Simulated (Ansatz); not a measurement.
**MoCO (quintet): wave-function methods side by side, def2-SVP**

One table from this session's results is given with a row withheld; the runs are named, their logs left out.

The runs use Ansatz 0.2.0, Gaussian basis; def2-SVP, core rule «outside noble gas», up to 6 orbitals frozen.

Plan: UHF; CCSD(T) on ROHF; CCSD(T) on UHF; CISD; CCSDT(Q) on ROHF; CCSDT(Q) on UHF; CASSCF and NEVPT2, 14 electrons in 13 orbitals.

8 further runs of the same task are left out: 2 for a known fault of the program, 6 set aside as unsound or not needed.

**The system**

The geometry is a PBE0/def2-TZVP stationary point (not a proven minimum) of the parent state, kept for this charge and spin. No spin-orbit coupling is included. Elements past krypton take def2 core potentials.

3 atoms, charge 0, spin multiplicity 5.

Atoms are counted from 1 here; the program's logs count them from 0.

Bond lengths: Mo1–C2 1.869 Å, C2–O3 1.164 Å. Angles: Mo1–C2–O3 180.0°.

The first run:

Contents of in.yaml:

```yaml
crystal:
  periodic: [false, false, false]
  atoms:
    - {symbol: Mo, position_ang: [0.000000, 0.000000, 1.633933]}
    - {symbol: C, position_ang: [0.000000, 0.000000, -0.234867]}
    - {symbol: O, position_ang: [0.000000, 0.000000, -1.399067]}
basis:
  gaussian: {orbitals: def2-SVP}
magnetization: {spin_polarized: true, initial_magnetization: 4}
hamiltonian: {xc: hf}
output: {orbitals: {seedname: orbitals}}
```

Launch:

```sh
ansatz run in.yaml --threads 1 --pin off --events-out ev --progress --plain --max-ram 4096MiB --backend cpu
```

Among the steps run: UHF; CCSD(T) on ROHF; CCSD(T) on UHF; CISD; CCSDT(Q) on ROHF; CCSDT(Q) on UHF; CASSCF and NEVPT2, 14 electrons in 13 orbitals.

One of the session's tables, all rows but one given; the rest of the session is left out.

It belongs to the step «Misses and costs». 

```
        method  from RCCSDT(Q) (kJ/mol)
          ROHF                  +1177.4
           UHF                  +1113.5
          RMP2                    +80.6
          UMP2                   +121.0
         RCCSD                    +61.8
         UCCSD                        ?
      RCCSD(T)                     +8.4
      UCCSD(T)                     +6.7
        RCCSDT                     +6.1
        UCCSDT                     +1.5
     RCCSDT(Q)                        0
     UCCSDT(Q)                     -5.2
CASSCF valence                   +747.2
NEVPT2 valence                   +131.5
```

Estimate the missing values for UCCSD.

As computed: from RCCSDT(Q) (kJ/mol): +54.9. In the column «from RCCSDT(Q) (kJ/mol)» it lies between RCCSD(T) (+8.4) and RCCSD (+61.8).

Not comparable, so not listed: CISD (they don't share determinant, frozen orbitals or solution with the rows shown, or repeat one).

To keep in mind: The determinant is far from a pure spin state, so its energy mixes those of several spin states (harmless only where they are near-degenerate, as at dissociation). Restricted and unrestricted rows rest on different reference determinants; where their highest levels disagree by more than a few hundredths of an eV, they describe different states and don't form one ladder.
